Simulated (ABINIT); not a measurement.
# TaSi in ABINIT: work function with PBE

Aim: the work function of TaSi with PBE.

Program: ABINIT 10.8.3 (patched build). These are calculated values, not measurements. Logs are shortened: lines on timing, memory, paths and dates and some standing lists are left out, and cuts for length are marked. The log counts tension as positive stress, the text compression.

## Step 1: The sheet as given

The cell holds a sheet with vacuum, 2 atoms: a = 2.739 Å, b = 2.739 Å, c = 29.017 Å, α = 90.00°, β = 90.00°, γ = 120.00°.

The cell was built by a generator and needn't be a form met in nature.

## Step 2: Work function, PBE

Input file run.abi:

```
pp_dirpath "./"
pseudos "Ta.GGA_PBE-JTH.xml, Si.GGA_PBE-JTH.xml"

acell 3*1.0 Angstrom
rprim
     2.7385900000     0.0000000000     0.0000000000
    -1.3692900000     2.3716900000     0.0000000000
     0.0000000000     0.0000000000    29.0170200000
ntypat 2
znucl 73 14
natom 2
typat 1 2
xred
     0.0000000000     0.0000000000     0.2306600000
     0.0000000000     0.0000000000     0.3207400000
chkprim 0
chksymtnons 0
tolsym 1.0e-6
nsym 1

ecut 517.016339 eV
pawecutdg 38.0
pawxcdev 0

kptopt 2
ngkpt 11 11 1
nshiftk 1
shiftk 0.0 0.0 0.0

ixc 11

nband 13
occopt 3
tsmear 0.05 eV

nstep 120
tolvrs 1.0e-9

iomode 3
prtwf 0
prteig 0
prtebands 0
enunit 1
prtden 1
prtvha 1
prtvclmb 1
prtpot 1
```

Potentials or basis: JTH PAW PBE v2.0.

On the command line:

```bash
mpirun --bind-to none -np 4 abinit run.abi > log 2>&1
```

run.abo:

```text
.Version 10.8.3 of ABINIT
 Symmetries : space group P1 (#  1); Bravais aP (primitive triclinic)
================================================================================
 Values of the parameters that define the memory need of the present run
     intxc =       0    ionmov =       0      iscf =      17    lmnmax =      18
     lnmax =       6     mgfft =     216  mpssoang =       3    mqgrid =   15217
     natom =       2  nloc_mem =       2    nspden =       1   nspinor =       1
    nsppol =       1      nsym =       1    n1xccc =       1    ntypat =       2
    occopt =       3   xclevel =       2
       mpw =        5075          nfft =      124416          nkpt =          61
Pmy_natom=         1
 PAW method is used; the additional fine FFT grid is defined by:
   mgfftf=       320    nfftf =    288000
================================================================================
================================================================================

--------------------------------------------------------------------------------
------------- Echo of variables that govern the present computation ------------
--------------------------------------------------------------------------------
 -outvars: echo values of preprocessed input variables --------
            acell      1.8897261259E+00  1.8897261259E+00  1.8897261259E+00 Bohr
              amu      1.80947900E+02  2.80855000E+01
          chkprim           0
      chksymtnons           0
             ecut      1.90000000E+01 Hartree
           enunit           1
                       outvar_i_n : Printing only first  50 k-points.
              ixc          11
                       outvar_i_n : Printing only first  50 k-points.
           kptopt           2
         kptrlatt       11    0    0      0   11    0      0    0    1
          kptrlen      5.69270106E+01
            natom           2
            nband          13
            ngfft          24      24     216
          ngfftdg          30      30     320
             nkpt          61
            nstep         120
             nsym           1
           ntypat           2
                       prtocc : prtvol=0, do not print more k-points.
           occopt           3
        pawecutdg      3.80000000E+01 Hartree
         pawxcdev           0
        prtebands           0
           prteig           0
           prtpot           1
         prtvclmb           1
           prtvha           1
            prtwf           0
            rprim      2.7385900000E+00  0.0000000000E+00  0.0000000000E+00
                      -1.3692900000E+00  2.3716900000E+00  0.0000000000E+00
                       0.0000000000E+00  0.0000000000E+00  2.9017020000E+01
          spgroup           1
           tolsym      1.00000000E-06
           tolvrs      1.00000000E-09
           tsmear      1.83746611E-03 Hartree
            typat      1  2
           useylm           1
                       outvars : Printing only first  50 k-points.
           xangst      0.0000000000E+00  0.0000000000E+00  6.6930658332E+00
                       0.0000000000E+00  0.0000000000E+00  9.3069189948E+00
            xcart      0.0000000000E+00  0.0000000000E+00  1.2648061367E+01
                       0.0000000000E+00  0.0000000000E+00  1.7587527976E+01
             xred      0.0000000000E+00  0.0000000000E+00  2.3066000000E-01
                       0.0000000000E+00  0.0000000000E+00  3.2074000000E-01
            znucl       73.00000   14.00000

================================================================================

 chkinp: Checking input parameters for consistency.

================================================================================
== DATASET  1 ==================================================================

--- !DatasetInfo
iteration_state: {dtset: 1, }
dimensions: {natom: 2, nkpt: 61, mband: 13, nsppol: 1, nspinor: 1, nspden: 1, mpw: 5075, }
cutoff_energies: {ecut:  19.0, pawecutdg:  38.0, }
electrons: {nelect:   1.70000000E+01, charge:   0.00000000E+00, occopt:   3.00000000E+00, tsmear:   1.83746611E-03, }
meta: {optdriver: 0, ionmov: 0, optcell: 0, iscf: 17, paral_kgb: 0, }
...

 Exchange-correlation functional for the present dataset will be:
  GGA: Perdew-Burke-Ernzerhof functional - ixc=11
  J.P.Perdew, K.Burke, M.Ernzerhof, PRL 77, 3865 (1996)

 Real(R)+Recip(G) space primitive vectors, cartesian coordinates (Bohr,Bohr^-1):
 R(1)=  5.1751851  0.0000000  0.0000000  G(1)=  0.1932298  0.1115608  0.0000000
 R(2)= -2.5875831  4.4818446  0.0000000  G(2)=  0.0000000  0.2231224  0.0000000
 R(3)=  0.0000000  0.0000000 54.8342208  G(3)=  0.0000000  0.0000000  0.0182368
 Unit cell volume ucvol=  1.2718455E+03 bohr^3
 Angles (23,13,12)=  9.00000000E+01  9.00000000E+01  1.19999894E+02 degrees
[... 55 lines left out ...]
 ETOT 78  -62.870679645428     1.077E-10 3.261E-05 2.574E-09
 ETOT 79  -62.870679645591    -1.632E-10 5.760E-05 2.405E-09
 ETOT 80  -62.870679645817    -2.259E-10 3.043E-05 2.283E-09
 ETOT 81  -62.870679646277    -4.599E-10 5.969E-05 1.894E-09
 ETOT 82  -62.870679646737    -4.602E-10 3.086E-05 1.663E-09
 ETOT 83  -62.870679648597    -1.860E-09 5.948E-05 4.743E-10

 At SCF step   83       nres2   =  4.74E-10 < tolvrs=  1.00E-09 =>converged.

 Cartesian components of stress tensor (hartree/bohr^3)
  sigma(1 1)=  3.11979681E-06  sigma(3 2)= -9.80099577E-13
  sigma(2 2)=  3.11924984E-06  sigma(3 1)=  7.79330787E-13
  sigma(3 3)= -1.08981041E-05  sigma(2 1)= -9.15114461E-10

--- !ResultsGS
iteration_state: {dtset: 1, }
comment   : Summary of ground state results
lattice_vectors:
- [  5.1751851,   0.0000000,   0.0000000, ]
- [ -2.5875831,   4.4818446,   0.0000000, ]
- [  0.0000000,   0.0000000,  54.8342208, ]
lattice_lengths: [   5.17519,    5.17518,   54.83422, ]
lattice_angles: [ 90.000,  90.000, 120.000, ] # degrees, (23, 13, 12)
lattice_volume:   1.2718455E+03
convergence: {deltae: -1.860E-09, res2:  4.743E-10, residm:  5.948E-05, diffor: null, }
etotal    :  -6.28706796E+01
entropy   :   0.00000000E+00
fermie    :  -1.21812495E-01
cartesian_stress_tensor: # hartree/bohr^3
- [  3.11979681E-06,  -9.15114461E-10,   7.79330787E-13, ]
- [ -9.15114461E-10,   3.11924984E-06,  -9.80099577E-13, ]
- [  7.79330787E-13,  -9.80099577E-13,  -1.08981041E-05, ]
pressure_GPa:   4.5691E-02
xred      :
- [  0.0000E+00,   0.0000E+00,   2.3066E-01, Ta]
- [  0.0000E+00,   0.0000E+00,   3.2074E-01, Si]
cartesian_forces: # hartree/bohr
- [  2.40536152E-10,  -6.43971549E-10,  -2.90748993E-03, ]
- [ -2.40536152E-10,   6.43971549E-10,   2.90748993E-03, ]
force_length_stats: {min:   2.90748993E-03, max:   2.90748993E-03, mean:   2.90748993E-03, }
...

 Integrated electronic density in atomic spheres:
 ------------------------------------------------
 Atom  Sphere_radius  Integrated_density
    1        2.41973         10.72998896
    2        1.90945          1.43350253

================================================================================

 ----iterations are completed or convergence reached----

 Mean square residual over all n,k,spin=   13.411E-08; max=  59.484E-06
 reduced coordinates (array xred) for    2 atoms
       0.000000000000      0.000000000000      0.230660000000
       0.000000000000      0.000000000000      0.320740000000
 rms dE/dt=  9.2095E-02; max dE/dt=  1.6457E-01; dE/dt below (all hartree)
    1      -0.000000000452      0.000000002523      0.164570840693
    2       0.000000002038     -0.000000004494     -0.154289048436

 cartesian coordinates (angstrom) at end:
    1      0.00000000000000     0.00000000000000     6.69306583320000
    2      0.00000000000000     0.00000000000000     9.30691899480000

 cartesian forces (hartree/bohr) at end:
    1      0.00000000024054    -0.00000000064397    -0.00290748992632
    2     -0.00000000024054     0.00000000064397     0.00290748992632
 frms,max,avg= 1.6786401E-03 2.9074899E-03  -1.532E-10  1.315E-10 -9.375E-05 h/b

 cartesian forces (eV/Angstrom) at end:
    1      0.00000001236887    -0.00000003311435    -0.14950914327937
    2     -0.00000001236887     0.00000003311435     0.14950914327937
 frms,max,avg= 8.6319144E-02 1.4950914E-01  -7.880E-09  6.762E-09 -4.821E-03 e/A
 length scales=  1.889726125908  1.889726125908  1.889726125908 bohr
              =  1.000000000000  1.000000000000  1.000000000000 angstroms
 Fermi (or HOMO) energy (eV) =  -3.31469   Average Vxc (eV)=  -2.93514
 Eigenvalues (   eV  ) for nkpt=  61  k points:
 kpt#   1, nband= 13, wtk=  0.00826, kpt=  0.0000  0.0000  0.0000 (reduced coord)
 -70.75590  -37.36632  -36.41067  -36.41067  -14.51844   -9.55951   -6.73651   -3.39858
  -2.23083   -2.23077   -0.24425    1.27481    1.75583
 prteigrs : prtvol=0 or 1, do not print more k-points.

--- !EnergyTerms
iteration_state     : {dtset: 1, }
comment             : Components of total free energy in Hartree
kinetic             :  7.52395068112723E+00
hartree             :  2.69958990875316E+02
xc                  : -1.05025271831662E+01
Ewald energy        :  2.19176496926469E+02
psp_core            :  1.09125207957172E+00
local_psp           : -5.35671996201080E+02
PAW spherical_terms : -1.44456232240858E+01
internal            : -6.28694560458484E+01
'-kT*entropy'       : -1.21643525029424E-03
total_energy        : -6.28706724810986E+01
total_energy_eV     : -1.71079815242774E+03
...

--- !EnergyTermsDC
iteration_state     : {dtset: 1, }
comment             : '"Double-counting" decomposition of free energy'
band_energy         : -1.55717333076716E+01
Ewald energy        :  2.19176496926469E+02
psp_core            :  1.09125207957172E+00
xc_dc               : -2.74817967809723E+02
PAW spherical_terms :  7.25248889800613E+00
internal            : -6.28694632133472E+01
'-kT*entropy'       : -1.21643525029424E-03
total_energy_dc     : -6.28706796485975E+01
total_energy_dc_eV  : -1.71079834746532E+03
...

--- !EnergyTermsWithPAWCore
iteration_state     : {dtset: 1, }
comment             : 'Components of total free energy, including PAW core contributions'
Total energy        : -1.58948653348311E+04
Total energy DC     : -1.58948653419986E+04
Total energy (eV)   : -4.32521319953942E+05
Total energy DC (eV): -4.32521320148980E+05
...

 Cartesian components of stress tensor (hartree/bohr^3)
  sigma(1 1)=  3.11979681E-06  sigma(3 2)= -9.80099577E-13
  sigma(2 2)=  3.11924984E-06  sigma(3 1)=  7.79330787E-13
  sigma(3 3)= -1.08981041E-05  sigma(2 1)= -9.15114461E-10

-Cartesian components of stress tensor (GPa)         [Pressure=  4.5691E-02 GPa]
- sigma(1 1)=  9.17875912E-02  sigma(3 2)= -2.88355251E-08
- sigma(2 2)=  9.17714987E-02  sigma(3 1)=  2.29287034E-08
- sigma(3 3)= -3.20633292E-01  sigma(2 1)= -2.69235970E-05

== END DATASET(S) ==============================================================
================================================================================

 -outvars: echo values of variables after computation  --------
            acell      1.8897261259E+00  1.8897261259E+00  1.8897261259E+00 Bohr
           etotal     -6.2870679649E+01
            fcart      2.4053615187E-10 -6.4397154851E-10 -2.9074899263E-03
                      -2.4053615187E-10  6.4397154851E-10  2.9074899263E-03
            rprim      2.7385900000E+00  0.0000000000E+00  0.0000000000E+00
                      -1.3692900000E+00  2.3716900000E+00  0.0000000000E+00
                       0.0000000000E+00  0.0000000000E+00  2.9017020000E+01
           strten      3.1197968142E-06  3.1192498410E-06 -1.0898104080E-05
                      -9.8009957660E-13  7.7933078721E-13 -9.1511446140E-10
           xangst      0.0000000000E+00  0.0000000000E+00  6.6930658332E+00
                       0.0000000000E+00  0.0000000000E+00  9.3069189948E+00
             xred      0.0000000000E+00  0.0000000000E+00  2.3066000000E-01
                       0.0000000000E+00  0.0000000000E+00  3.2074000000E-01
 Calculation completed.
```

It took 3.7 min on 4 MPI ranks of Arm Neoverse V2, shared host; peak memory 0.8 GiB.

Results:

* Free energy: -1710.7983 eV
* Largest force: 0.150 eV/Å
* Band gap on the k mesh: none (metal or under the smearing width)
* Valence electrons inside the program's atomic spheres: Ta 10.73; Si 1.43
* Work function: 5.08 eV

Forces on the atoms (eV/Å):
```
Ta   0.000  0.000 -0.150
Si   0.000  0.000  0.150
```

Caveat: the slab has no dipole correction, so unlike faces share one vacuum level. The run has no spin-orbit coupling, so splittings on Ta are missing.
